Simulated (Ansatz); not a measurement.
Working through a short molecular-dynamics run of CH₄OSSi, SMILES CS[Si]O

Computed with Ansatz's Python interface.

Notebook, run cell by cell (the value of a cell's last expression is shown):

**Cell 1**
```python
import warnings

import ansatz as az
import numpy as np
```

**Cell 2**
```python
GEOMETRY = """
C     0.72520    0.72840   -0.76300
S     0.07590   -0.92580   -0.94800
Si   -1.75560   -0.94470    0.19810
O    -1.13040   -0.96420    1.78420
H     0.88420    0.99960    0.25610
H     1.60490    0.90230   -1.34270
H    -0.02920    1.48590   -1.16390
H    -0.28300   -1.33870    1.92320
"""
```

**Cell 3**
```python
warnings.simplefilter("ignore", az.DeckWarning)
```

**Cell 4**
```python
system = az.Crystal.molecule()
for line in GEOMETRY.strip().splitlines():
    symbol, *xyz = line.split()
    system = system.atom(symbol, [float(v) for v in xyz])
```

**Cell 5**
```python
job = system.calculation()
job = job.basis(gaussian="def2-SVP")
job = job.functional("pbe")
symbols = [site.symbol for site in system.cartesian_sites]
start = np.array([site.position_ang for site in system.cartesian_sites], dtype=float)
report = job.relax(force_tolerance=0.02).run().report
end = np.array(report["positions_ang"])
minimum = az.Crystal.molecule()
for symbol, place in zip(symbols, end):
    minimum = minimum.atom(symbol, place.tolist())

# dynamics from the relaxed geometry
job = (
    minimum.calculation()
    .basis(gaussian="def2-SVP")
    .functional("pbe")
    .md("nve", timestep=1.0, steps=30, temperature=200, initial_velocities="maxwell_boltzmann", seed=44)
)
frames = []
result = job.session().plan().execute(on_event=lambda e: frames.append(e["data"]) if e["event"] == "md_step" else None)
print("t (fs)   E_pot (eV)      E_kin (eV)   T (K)   d(0-1) (A)")
for f in frames[::1]:
    xyz = np.array(f["positions_ang"])
    print(f"{f['time_fs']:6.2f} {f['lagrangian_ev']:14.5f} {f['e_kin_ev']:10.5f} {f['temperature_k']:8.1f} {np.linalg.norm(xyz[0] - xyz[1]):9.4f}")
kept = np.array([f["conserved_ev"] for f in frames])
print(f"conserved energy moves by at most {1000 * np.ptp(kept):.3f} meV")
```
Output:
```text
t (fs)   E_pot (eV)      E_kin (eV)   T (K)   d(0-1) (A)
  0.00   -21842.52504    0.15511    200.0    1.8351
  1.00   -21842.51321    0.14397    185.6    1.8411
  2.00   -21842.48716    0.11896    153.4    1.8472
  3.00   -21842.46244    0.09472    122.1    1.8531
  4.00   -21842.44656    0.07857    101.3    1.8586
  5.00   -21842.43582    0.06731     86.8    1.8638
  6.00   -21842.42296    0.05446     70.2    1.8683
  7.00   -21842.40883    0.04111     53.0    1.8721
  8.00   -21842.40527    0.03814     49.2    1.8747
  9.00   -21842.42037    0.05255     67.8    1.8763
 10.00   -21842.44415    0.07520     97.0    1.8767
 11.00   -21842.45985    0.09063    116.9    1.8762
 12.00   -21842.46264    0.09390    121.1    1.8748
 13.00   -21842.45896    0.09066    116.9    1.8729
 14.00   -21842.45558    0.08737    112.7    1.8706
 15.00   -21842.45417    0.08574    110.5    1.8682
 16.00   -21842.45145    0.08266    106.6    1.8657
 17.00   -21842.44256    0.07381     95.2    1.8633
 18.00   -21842.42907    0.06112     78.8    1.8608
 19.00   -21842.42285    0.05554     71.6    1.8582
 20.00   -21842.43283    0.06494     83.7    1.8554
 21.00   -21842.45070    0.08176    105.4    1.8524
 22.00   -21842.46111    0.09194    118.5    1.8494
 23.00   -21842.45999    0.09134    117.8    1.8464
 24.00   -21842.45471    0.08653    111.6    1.8435
 25.00   -21842.45240    0.08418    108.5    1.8409
 26.00   -21842.45248    0.08380    108.1    1.8385
 27.00   -21842.44807    0.07899    101.9    1.8365
 28.00   -21842.43373    0.06492     83.7    1.8346
 29.00   -21842.41430    0.04647     59.9    1.8326
 30.00   -21842.40437    0.03710     47.8    1.8305
conserved energy moves by at most 2.797 meV
```

Caveats:
- Total energies depend on the basis set; only differences at equal settings carry meaning.
- The trajectory is only some femtoseconds long, so its temperature is not equilibrated; where the script doesn't relax first, it starts from a rough generated geometry.
- The temperature counts the internal degrees of freedom alone.
- With hydrogen a step over 0.5 fs is long.
- Wall time of the script: 77 s on 1 thread of AMD EPYC 9R14 (Zen 4), with other jobs on the host, peak memory 0.22 GiB.

(Lines on the test bed's own set-up are left out of the output.)
